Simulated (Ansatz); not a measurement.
# GeH3: ladder of methods at one geometry

One table from this session's results is given with a row withheld; the runs are named, their logs left out.

Computed with Ansatz 0.2.0, driven from Python. The levels of theory stand in the script.

### The system

Bond lengths: Ge1–H2 1.541 Å, Ge1–H3 1.541 Å, Ge1–H4 1.541 Å. Angles: H2–Ge1–H3 102.7°, H2–Ge1–H4 102.6°, H3–Ge1–H4 102.2°.

No structure file is read: the coordinates are typed or built in the script.

The first run:

File methods_geh3.py:

```python
# -*- coding: utf-8 -*-
import ansatz as az


def main():
    geometry_ang = [
        ('Ge', [0.30784, -0.18023, -0.35438]),
        ('H', [0.96674, 0.12484, 1.00477]),
        ('H', [-0.87201, -1.09091, 0.03737]),
        ('H', [-0.40257, 1.14629, -0.68776]),
    ]
    mol = az.Crystal.molecule()
    for symbol, xyz in geometry_ang:
        mol = mol.atom(symbol, xyz)

    calc = (
        mol.calculation()
        .basis(gaussian='def2-SVP')
        .spin('collinear', total=1)
    )

    methods = ['mp2', 'ccsd', 'ccsd_t', 'bccd_t']
    reports = [calc.correlation(m).run(threads=1, backend='cpu').report for m in methods]
    print(f'Hartree-Fock reference {reports[0]["reference_energy_ev"] / 27.211386246:.6f} Ha')
    best = reports[-1]['free_energy_ev'] - reports[-1]['reference_energy_ev']
    for method, each in zip(methods, reports):
        gained = each['free_energy_ev'] - each['reference_energy_ev']
        print(f'{method:8s} total {each["free_energy_ev"] / 27.211386246:.6f} Ha  correlation {gained:9.4f} eV  ({100 * gained / best:.1f} % of the last)')


if __name__ == '__main__':
    main()
```

The run is started by

```
python methods_geh3.py
```

One table of the session follows, with a row left open; its other results are not shown here.

Correlation energies (total less mean field):

| method | correlation (eV) |
| --- | --- |
| mp2 | ? |
| ccsd | -6.533 |
| ccsd_t | -6.697 |
| bccd_t | -6.703 |

Estimate the missing values for mp2.

The run gave: correlation (eV): -6.159. In the column «correlation (eV)» it is the highest.
